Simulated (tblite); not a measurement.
# C5H9F3O: the cost of one run

Programs: tblite 0.8.0 and PySCF 2.14.0, with density-fitted response routines of our own. Each step states its level of theory. These are calculated values for one molecule in the gas phase, unless marked as measured. Atoms are numbered from 0 throughout.

### 1 The molecule as given

18 atoms, charge 0, multiplicity 1; geometry from: force field or distance geometry start.

Bonds of the start (Å): C0–C1 1.50, C1–C2 1.50, C2–O3 1.35, O3–C4 1.35, C4–F5 1.39, C2–C6 1.50, C6–F7 1.38, C6–F8 1.35, C0–H9 1.10, C0–H10 1.13, C0–H11 1.11, C1–H12 1.14, C1–H13 1.11, C2–H14 1.11, C4–H15 1.10, C4–H16 1.10, C6–H17 1.11.

### 2 Optimising the geometry with GFN2-xTB

What the job is given:

```
{"job": {"kind": "relax", "xc": "GFN2-xTB", "basis": "xTB"}, "charge": 0, "multiplicity": 1}
C      1.733200    -1.033100    -0.126300
C      1.182700     0.295500     0.307400
C     -0.250400     0.522000    -0.072700
O     -1.019000    -0.438000     0.483700
C     -1.710100    -1.300500    -0.299800
F     -2.393000    -2.176600     0.537300
C     -0.569300     1.934000     0.329200
F      0.297300     2.775500    -0.339300
F     -1.831000     2.343400     0.056000
H      2.827200    -0.968300    -0.194300
H      1.525900    -1.850400     0.622100
H      1.291200    -1.299100    -1.105400
H      1.197200     0.302100     1.449200
H      1.820100     1.148800    -0.006100
H     -0.302300     0.510400    -1.180600
H     -1.004900    -1.945700    -0.854000
H     -2.382100    -0.840700    -1.044900
H     -0.421500     2.027200     1.426600
```

Started as:

```console
OMP_NUM_THREADS=1 python probes_run.py task.json out
```

One launch serves the whole session: the jobs run in the order shown.

Q: Estimate the wall time and peak memory of this first job on 1 thread of Intel Xeon 6975P-C, shared host.

About 1.2 s, with a peak of 0.18 GiB.
